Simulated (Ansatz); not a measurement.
This script drives Ansatz 0.2.0, Python API.

The script, `adiabatic_brf.py`:
```python
# -*- coding: utf-8 -*-
'''Vertical and adiabatic ionisation of BrF.'''

import itertools

import ansatz as az
from ase.data import atomic_numbers, covalent_radii
import numpy as np

geometry_ang = [
    ('Br', [0.0, 0.0, 0.0]),
    ('F', [0.0, 0.0, 1.73]),
]
brf = az.Crystal.molecule()
for symbol, xyz in geometry_ang:
    brf = brf.atom(symbol, xyz)

job = brf.calculation()
job = job.basis(gaussian='def2-TZVP')
job = job.functional('cam_b3lyp')
symbols = [site.symbol for site in brf.cartesian_sites]
start = np.array([site.position_ang for site in brf.cartesian_sites], dtype=float)
summary = job.relax(force_tolerance=0.01).run(threads=1).report
end = np.array(summary['positions_ang'])

minimum = az.Crystal.molecule()
for symbol, place in zip(symbols, end):
    minimum = minimum.atom(symbol, place.tolist())
ion = (
    minimum.calculation()
    .basis(gaussian='def2-TZVP')
    .functional('cam_b3lyp')
    .charge(1)
    .spin('collinear', total=1)
)
vertical = ion.run(threads=1).report
settled = ion.relax(force_tolerance=0.01, max_steps=80).run(threads=1).report
print(f'vertical ionisation energy   {vertical["free_energy_ev"] - summary["free_energy_ev"]:.3f} eV')
print(f'adiabatic, no zero point     {settled["free_energy_ev"] - summary["free_energy_ev"]:.3f} eV')
print(f'relaxation energy of the ion {vertical["free_energy_ev"] - settled["free_energy_ev"]:.3f} eV')
ionised = np.array(settled['positions_ang'])
# pairs closer than 1.2 times the sum of covalent radii, before or after
radius = [covalent_radii[atomic_numbers[s]] for s in symbols]
span = lambda where, i, j: np.linalg.norm(where[i] - where[j])
bonded = [(i, j) for i, j in itertools.combinations(range(len(symbols)), 2) if min(span(end, i, j), span(ionised, i, j)) < 1.2 * (radius[i] + radius[j])]
print('pair        before    after (A)')
for i, j in bonded:
    print(f'{symbols[i]}{i}-{symbols[j]}{j}'.ljust(10), f'{span(end, i, j):8.4f} {span(ionised, i, j):8.4f}')
```

It is started by `python adiabatic_brf.py`. Estimate its wall time and peak memory on 1 thread of Arm Neoverse V1 (shared host).

It took about 23 s, with a peak of 0.24 GiB, for 3 runs of the engine.

Output of `python adiabatic_brf.py`:
```text
vertical ionisation energy   11.967 eV
adiabatic, no zero point     11.849 eV
relaxation energy of the ion 0.118 eV
pair        before    after (A)
Br0-F1       1.7574   1.6723
```

The energies are electronic: no zero-point or thermal terms, and the basis set is short of its limit. The product may relax into another structure. The relaxation finds the nearest minimum, so the adiabatic value is an upper bound. The spin state was assumed, and another may lie lower.

(A comment or docstring line of the script was reworded after the run, the code is as it ran; lines on the test bed's own set-up are left out of the output.)
